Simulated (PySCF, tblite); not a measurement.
**C5H8BrNSi: geometry, infrared bands and NMR shifts**

Aim: predict the infrared bands and NMR shifts of C5H8BrNSi (`Cc1cc(Br)n([SiH3])c1`).

Computed with tblite 0.8.0 and PySCF 2.14.0, with density-fitted response routines of our own, on a single molecule in the gas phase. Atoms count from 0, in the outputs and in this text.

### 1 Starting geometry

16 atoms, charge 0, multiplicity 1; geometry from: force field or distance geometry start.

Bonds of the start (Å): C0–C1 1.48, C1–C2 1.42, C2–C3 1.37, C3–Br4 1.90, C3–N5 1.37, N5–Si6 1.77, N5–C7 1.36, C7–C1 1.39, C0–H8 1.10, C0–H9 1.11, C0–H10 1.10, C2–H11 1.09, Si6–H12 1.49, Si6–H13 1.49, Si6–H14 1.48, C7–H15 1.09.

### 2 Relaxing the molecule with GFN2-xTB

Job settings and geometry (Å):

```
{"job": {"kind": "relax", "xc": "GFN2-xTB", "basis": "xTB"}, "charge": 0, "multiplicity": 1}
C     -2.619400    -0.550900     0.247900
C     -1.242800    -0.044500     0.083400
C     -0.831000     1.300100    -0.104000
C      0.533600     1.336500    -0.214100
Br     1.529900     2.934000    -0.471100
N      0.981400     0.044100    -0.077100
Si     2.664400    -0.490100    -0.126900
C     -0.070900    -0.799000     0.110000
H     -2.641500    -1.505600     0.786200
H     -3.240600     0.165600     0.816600
H     -3.091800    -0.697500    -0.734600
H     -1.498700     2.160900    -0.170400
H      3.444500     0.147200     0.976900
H      2.742100    -1.970700     0.055900
H      3.279200    -0.149400    -1.432200
H      0.053900    -1.871600     0.242000
```

On the command line:

```console
$ OMP_NUM_THREADS=1 python probes_run.py task.json out
```

The driver reads the jobs from task.json and runs them one after another.

**Question.** This job is followed by: GFN2-xTB harmonic vibrations, gas phase; GIAO PBE0/pcSseg-1 NMR shielding, non-relativistic, gas phase. What will the session give for the following? strongest single infrared mode (GFN2-xTB); zero-point energy (GFN2-xTB); 13C shifts against TMS (PBE0/pcSseg-1); 1H shifts against TMS (PBE0/pcSseg-1, means over atoms taken as alike); 79Br shifts against HBr (PBE0/pcSseg-1); 15N shifts against NH3 (PBE0/pcSseg-1); 29Si shifts against TMS (PBE0/pcSseg-1).

The runs gave:

| quantity | value |
| --- | --- |
| strongest single infrared mode (GFN2-xTB) | 798 cm⁻¹, 388 km/mol |
| zero-point energy (GFN2-xTB) | 70.5 kcal/mol |
| 13C shifts against TMS (PBE0/pcSseg-1) | 128.7, 127.2, 123.7, 121.8, 14.7 ppm |
| 1H shifts against TMS (PBE0/pcSseg-1, means over atoms taken as alike) | 6.50, 6.45, 5.02, 2.26 ppm |
| 79Br shifts against HBr (PBE0/pcSseg-1) | 443 ppm |
| 15N shifts against NH3 (PBE0/pcSseg-1) | 169.6 ppm |
| 29Si shifts against TMS (PBE0/pcSseg-1) | -54.0 ppm |

Over 77 steps the energy fell by 0.264 eV; of the close pairs, Si6–H13 changed most, 1.494 to 1.458 Å. No mode is imaginary among the 42: a minimum at this level. The strongest single mode, at 798 cm⁻¹, has its largest shares on H13, H14 and H12 (the list is cut at 3 atoms). GFN2-xTB is a fitted tight-binding method: band positions and strengths are rough. Its intensities can rank the bands wrongly. C3 stands next to heavy halogen, whose spin-orbit shielding this run leaves out, so the computed shift lies too far downfield, most of all for carbon beside Br or I. At PBE0/pcSseg-1: The largest span, 1240 ppm, is at Br4, where the paramagnetic term is -943 ppm. NICS(1)zz of -25 ppm above the planar ring from C1 marks a diatropic (aromatic) ring current. Spin-orbit coupling is left out, which matters for shieldings and couplings at and beside the heavy atoms.
